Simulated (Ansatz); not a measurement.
# GaH4NO2: the cost of one run

Method: PBE0-D4/def2-TZVP structures, single points in def2-TZVPP, no counterpoise correction; program: Ansatz 0.2.0, Gaussian basis.

Levels: SPW92, PBE-D4, BLYP-D4, r2SCAN-D4, B97M-V, PBE0-D4, B3LYP-D4, r2SCAN0-D4, BHLYP-D4, CAM-B3LYP-D4, wB97X-V, wB97M-V, B2PLYP, PBE-QIDH, RPA on PBE, Hartree-Fock, MP2, CCSD, CCSD(T).

Correlated methods freeze the cores. Filled d shells of the heavier atoms are correlated. B3LYP uses VWN-RPA correlation. B2PLYP carries no dispersion term here.

94 further runs of the same task are left out: 94 set aside as unsound or not needed.

**1. The starting structure**

The complex: 10 atoms, charge 0, spin multiplicity 1.

Atoms are counted from 1 here; the program's logs count them from 0.

Bond lengths: Ga1–N2 1.821 Å, Ga1–O3 1.778 Å, Ga1–O4 1.778 Å, N2–H7 1.007 Å, N2–H8 1.007 Å, O3–H9 0.958 Å, O4–H10 0.958 Å, H5–H6 0.748 Å. Angles: N2–Ga1–O3 123.2°, N2–Ga1–O4 123.2°, O3–Ga1–O4 113.6°, Ga1–N2–H7 120.3°, Ga1–N2–H8 120.3°, H7–N2–H8 110.5°, Ga1–O3–H9 114.0°, Ga1–O4–H10 114.0°.

Coordinates:

```xyz
10
charge 0, multiplicity 1
Ga   -0.1195   -0.4969   -0.4114
N     1.3509    0.5772   -0.4285
O    -0.2223   -1.9914    0.5465
O    -1.6084   -0.1234   -1.3087
H    -0.7428    1.2178    1.7819
H    -1.3742    0.8231    1.8573
H     2.2431    0.2223   -0.1254
H     1.4721    1.2612   -1.1574
H     0.5686   -2.1844    1.0524
H    -1.5676    0.6945   -1.8069
```

Its parts: GaH4NO2 holds atoms 1, 2, 3, 4, 7, 8, 9, 10; H2 holds atoms 5, 6. Each part counts its atoms afresh in its own runs.

**2. Relaxing GaH4NO2 alone**

relax-a/in.yaml

```yaml
crystal:
  periodic: [false, false, false]
  atoms:
    - {symbol: Ga, position_ang: [-0.119508, -0.496886, -0.411354]}
    - {symbol: N, position_ang: [1.350877, 0.577165, -0.428519]}
    - {symbol: O, position_ang: [-0.222263, -1.991365, 0.546495]}
    - {symbol: O, position_ang: [-1.608355, -0.123351, -1.308736]}
    - {symbol: H, position_ang: [2.243123, 0.222270, -0.125377]}
    - {symbol: H, position_ang: [1.472133, 1.261240, -1.157410]}
    - {symbol: H, position_ang: [0.568607, -2.184413, 1.052415]}
    - {symbol: H, position_ang: [-1.567577, 0.694482, -1.806920]}
basis:
  gaussian: {orbitals: def2-TZVP}
hamiltonian: {xc: pbe0, dispersion: d4}
relax: {f_tol: 0.005, max_steps: 200}
```

Run with:

```sh
$ ansatz run in.yaml --threads 4 --pin off --events-out ev --progress --plain --max-ram 9574MiB
```

**Question.** How long does this run take on 4 threads of Arm Neoverse V1, shared host?

About 19 s.
